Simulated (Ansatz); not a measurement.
# Tm3BF: the cost of one run

Program: Ansatz 0.2.0. Level of theory: DFT PBE, scalar-relativistic, plane waves, PAW; 4f electrons in the core of a trivalent norm-conserving potential. These are calculated values, not measurements.

## 1. The system as given

Symmetry: P6/mmm, No. 191, hexagonal system. The conventional cell has a = 5.097 Å, b = 5.097 Å, c = 4.883 Å, α = 90.00°, β = 90.00°, γ = 120.00°. Tm (site symmetry mmm) is surrounded by 4 Tm at 2.55 Å and 2 F at 2.55 Å. Around B (site symmetry 6/mmm) lie 2 F at 2.44 Å. F (site symmetry 6/mmm) is surrounded by 2 B at 2.44 Å and 6 Tm at 2.55 Å.

Coordinates:

```cif
data_structure
_symmetry_space_group_name_H-M 'P 1'
_symmetry_Int_Tables_number 1
_cell_length_a 5.0967
_cell_length_b 5.0967
_cell_length_c 4.8828
_cell_angle_alpha 90.000
_cell_angle_beta 90.000
_cell_angle_gamma 120.000
_cell_volume 109.84
loop_
_atom_site_label
_atom_site_type_symbol
_atom_site_fract_x
_atom_site_fract_y
_atom_site_fract_z
_atom_site_occupancy
Tm1 Tm 0.50000 0.00000 0.00000 1
Tm2 Tm 0.00000 0.50000 0.00000 1
Tm3 Tm 0.50000 0.50000 0.00000 1
B1 B 0.00000 0.00000 0.50000 1
F1 F 0.00000 0.00000 0.00000 1
```

Recipe of the guess: random cell by space group and Wyckoff sites (P6/mmm, No. 191). Lengths come from tabulated atomic sizes and are only a guess.

## 2. A first look at the guess

The input, input.yaml:

```yaml
crystal:
  lattice:
    - [5.09670665, 0.0, 0.0]
    - [-2.54835332, 4.41387743, 0.0]
    - [0.0, 0.0, 4.88276679]
  atoms:
    - { symbol: Tm, position: [0.5, 0.0, 0.0] }
    - { symbol: Tm, position: [0.0, 0.5, 0.0] }
    - { symbol: Tm, position: [0.5, 0.5, 0.0] }
    - { symbol: B, position: [0.0, 0.0, 0.5] }
    - { symbol: F, position: [0.0, 0.0, 0.0] }
basis:
  ecutwfc: 690
kpoints:
  mp_grid: { grid: [6, 6, 4] }
hamiltonian:
  xc: pbe
  pseudopotentials:
    kind: paw
    azcp: { Tm: "pseudopotentials/pbe/nc/lanthanide_3plus/Tm.nc.azcp" }
scf:
  occupations: { method: gaussian, width: 0.1 }
  lower_state_search: "off"
output:
  forces: true
  stress: true
  eigenvalues: true
```

On the command line:

```sh
$ ansatz run input.yaml --threads 1 --pin off --max-ram 2560MiB --backend cpu --events-out ev --progress --plain --runs-dir out
```

What time and memory should one allow on 1 thread of Intel Xeon at 2.70GHz, shared host?

About 14 s, with a peak of 0.45 GiB.
